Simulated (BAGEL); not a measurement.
**HF/STO-3G (density fitting with qzvpp-jkfit) run of C2H5BO (SMILES BOC=C)**

Aim: the vertical ionisation energy of C2H5BO at HF/STO-3G (density fitting with qzvpp-jkfit), from 2 runs. 

The calculation is run with BAGEL 1.2.2.

3 further runs of the same task are left out: 3 set aside as unsound or not needed.

### 1 The system as given

The species is C2H5BO (9 atoms), meant as a singlet with charge 0. SMILES: `BOC=C`. The shape is that of a PBE0-D4/def2-TZVP optimisation. This is one conformer, not always the lowest.

Bond lengths: B1–O2 1.350 Å, O2–C3 1.366 Å, C3–C4 1.321 Å, B1–H5 1.193 Å, B1–H6 1.201 Å, C3–H7 1.087 Å, C4–H8 1.081 Å, C4–H9 1.083 Å. Angles: B1–O2–C3 122.1°, O2–C3–C4 121.5°, O2–B1–H5 116.7°, O2–B1–H6 119.8°, O2–C3–H7 114.8°, C4–C3–H7 123.7°, C3–C4–H8 119.7°, C3–C4–H9 121.3°, H5–B1–H6 123.6°, H8–C4–H9 119.0°.

### 2 A single-point energy at HF/STO-3G (density fitting with qzvpp-jkfit)

The input, calc.json:

```json
{ "bagel" : [

{
  "title" : "molecule",
  "basis" : "sto-3g",
  "df_basis" : "qzvpp-jkfit",
  "angstrom" : true,
  "geometry" : [
    { "atom" : "B", "xyz" : [   -0.224500,    1.789200,   -0.267000 ] },
    { "atom" : "O", "xyz" : [    0.096200,    0.521900,   -0.603800 ] },
    { "atom" : "C", "xyz" : [    0.011700,   -0.509900,    0.286900 ] },
    { "atom" : "C", "xyz" : [    0.329600,   -1.745100,   -0.055400 ] },
    { "atom" : "H", "xyz" : [   -0.114900,    2.614700,   -1.121900 ] },
    { "atom" : "H", "xyz" : [   -0.597500,    2.033600,    0.847700 ] },
    { "atom" : "H", "xyz" : [   -0.332700,   -0.228700,    1.279200 ] },
    { "atom" : "H", "xyz" : [    0.251800,   -2.540000,    0.672900 ] },
    { "atom" : "H", "xyz" : [    0.668900,   -1.981800,   -1.055800 ] }
  ]
},
{
  "title" : "hf",
  "charge" : 0
},
{
  "title" : "print",
  "file" : "orbitals.molden",
  "orbitals" : true
}

]}
```

Launch:

```console
$ BAGEL_NUM_THREADS=1 BAGEL calc.json > calc.out
```

The log of the run:

```text
* using 1 threads per process

  ===============================================================
  ===============================================================

  *** Geometry ***

  { "atom" : "B", "xyz" : [     -0.424244,      3.381098,     -0.504557 ] },
  { "atom" : "O", "xyz" : [      0.181792,      0.986248,     -1.141017 ] },
  { "atom" : "C", "xyz" : [      0.022110,     -0.963571,      0.542162 ] },
  { "atom" : "C", "xyz" : [      0.622854,     -3.297761,     -0.104691 ] },
  { "atom" : "H", "xyz" : [     -0.217130,      4.941067,     -2.120084 ] },
  { "atom" : "H", "xyz" : [     -1.129111,      3.842947,      1.601921 ] },
  { "atom" : "H", "xyz" : [     -0.628712,     -0.432180,      2.417338 ] },
  { "atom" : "H", "xyz" : [      0.475833,     -4.799904,      1.271597 ] },
  { "atom" : "H", "xyz" : [      1.264038,     -3.745059,     -1.995173 ] },

  Number of auxiliary basis functions:      392

  Since a DF basis is specified, we compute 2- and 3-index integrals:
    o Being stored without compression. Storage requirement is 0.002 GB

  Number of basis functions:       25
  Number of electrons      :       30

    * METHOD: MOLECULE                             0.10

  *** RHF ***

  === Nuclear Repulsion ===
   104.8523411663

      * DIIS with orbital gradients will be used.

  === RHF iteration (sto-3g) ===
      0       -175.87409677          0.01554571           0.01
      1       -175.92199768          0.00546889           0.01
      2       -175.92721764          0.00130588           0.01
      3       -175.92768514          0.00021729           0.01
      4       -175.92769720          0.00008151           0.01
      5       -175.92769995          0.00002236           0.01
      6       -175.92770021          0.00000411           0.01
      7       -175.92770021          0.00000120           0.01
      8       -175.92770021          0.00000037           0.01
      9       -175.92770021          0.00000010           0.01
     10       -175.92770021          0.00000002           0.01
     11       -175.92770021          0.00000001           0.01
     12       -175.92770021          0.00000000           0.01
    * SCF iteration converged.

    * Permanent dipole moment:
           (    0.055012,     0.283189,    -0.351673) a.u.

    * METHOD: HF                                   0.13

    * METHOD: PRINT                                0.00

  ===============================================================
```

It took 0.36 s on 1 thread of Arm Neoverse V1, shared host.

### 3 The doublet cation, same level

The input, input.json:

```json
{ "bagel" : [

{
  "title" : "molecule",
  "basis" : "sto-3g",
  "df_basis" : "qzvpp-jkfit",
  "angstrom" : "true",
  "geometry" : [
    { "atom" : "B", "xyz" : [   -0.224500,    1.789200,   -0.267000 ] },
    { "atom" : "O", "xyz" : [    0.096200,    0.521900,   -0.603800 ] },
    { "atom" : "C", "xyz" : [    0.011700,   -0.509900,    0.286900 ] },
    { "atom" : "C", "xyz" : [    0.329600,   -1.745100,   -0.055400 ] },
    { "atom" : "H", "xyz" : [   -0.114900,    2.614700,   -1.121900 ] },
    { "atom" : "H", "xyz" : [   -0.597500,    2.033600,    0.847700 ] },
    { "atom" : "H", "xyz" : [   -0.332700,   -0.228700,    1.279200 ] },
    { "atom" : "H", "xyz" : [    0.251800,   -2.540000,    0.672900 ] },
    { "atom" : "H", "xyz" : [    0.668900,   -1.981800,   -1.055800 ] }
  ]
},
{ "title" : "uhf", "charge" : 1, "nopen" : 1 },
{ "title" : "print", "file" : "orbitals.molden", "orbitals" : "true" }

]}
```

Launch:

```console
$ BAGEL_NUM_THREADS=1 BAGEL input.json > input.out
```

The log of the run:

```text
* using 1 threads per process

  ===============================================================
  ===============================================================

  *** Geometry ***

  { "atom" : "B", "xyz" : [     -0.424244,      3.381098,     -0.504557 ] },
  { "atom" : "O", "xyz" : [      0.181792,      0.986248,     -1.141017 ] },
  { "atom" : "C", "xyz" : [      0.022110,     -0.963571,      0.542162 ] },
  { "atom" : "C", "xyz" : [      0.622854,     -3.297761,     -0.104691 ] },
  { "atom" : "H", "xyz" : [     -0.217130,      4.941067,     -2.120084 ] },
  { "atom" : "H", "xyz" : [     -1.129111,      3.842947,      1.601921 ] },
  { "atom" : "H", "xyz" : [     -0.628712,     -0.432180,      2.417338 ] },
  { "atom" : "H", "xyz" : [      0.475833,     -4.799904,      1.271597 ] },
  { "atom" : "H", "xyz" : [      1.264038,     -3.745059,     -1.995173 ] },

  Number of auxiliary basis functions:      392

  Since a DF basis is specified, we compute 2- and 3-index integrals:
    o Being stored without compression. Storage requirement is 0.002 GB

  Number of basis functions:       25
  Number of electrons      :       30

    * METHOD: MOLECULE                             0.10

  *** Open-shell HF ***

  === Nuclear Repulsion ===
   104.8523411663

      * DIIS with orbital gradients will be used.

  === UHF iteration (sto-3g) ===
      0       -175.57159773          0.03964315           0.01
      1       -175.65796788          0.01306949           0.01
      2       -175.66532532          0.00589924           0.01
      3       -175.66708896          0.00109107           0.01
      4       -175.66760625          0.00070620           0.01
      5       -175.66789737          0.00062602           0.01
      6       -175.66827033          0.00048646           0.01
      7       -175.66846162          0.00028848           0.01
      8       -175.66855568          0.00012914           0.01
      9       -175.66857617          0.00005255           0.01
     10       -175.66857991          0.00001328           0.01
     11       -175.66857994          0.00000573           0.01
     12       -175.66858001          0.00000350           0.01
     13       -175.66858005          0.00000174           0.01
     14       -175.66858005          0.00000044           0.01
     15       -175.66858005          0.00000012           0.01
     16       -175.66858005          0.00000004           0.01
     17       -175.66858005          0.00000003           0.01
     18       -175.66858005          0.00000001           0.01
     19       -175.66858005          0.00000001           0.01
    * SCF iteration converged.

    * S^2 (UHF) is 0.7944

    * Permanent dipole moment:
           (    0.010898,     0.861349,    -0.542734) a.u.

    * METHOD: UHF                                  0.28

    * METHOD: PRINT                                0.00

  ===============================================================
```

Wall time 0.52 s (1 thread of Arm Neoverse V1, shared host).

### 4 Results

At HF/STO-3G (density fitting with qzvpp-jkfit):

| quantity | value |
| --- | --- |
| singlet C2H5BO: total energy | -175.92770 Eh |
| singlet C2H5BO: dipole moment | 1.16 D |
| singlet C2H5BO: HOMO energy | -8.20 eV |
| singlet C2H5BO: LUMO energy | 7.28 eV |
| singlet C2H5BO: HOMO–LUMO gap | 15.48 eV |
| doublet cation: total energy | -175.66858 Eh |
| doublet cation: ⟨S²⟩ | 0.794 |
| vertical ionisation energy (to the doublet cation) | 7.051 eV |

**Reading.** The vertical ionisation energy comes to 7.05 eV (680 kJ/mol). −ε(HOMO) before ionisation, 8.20 eV, is 1.15 eV above this ionisation energy. In a minimal basis such a difference can be off by several eV, whatever the method.
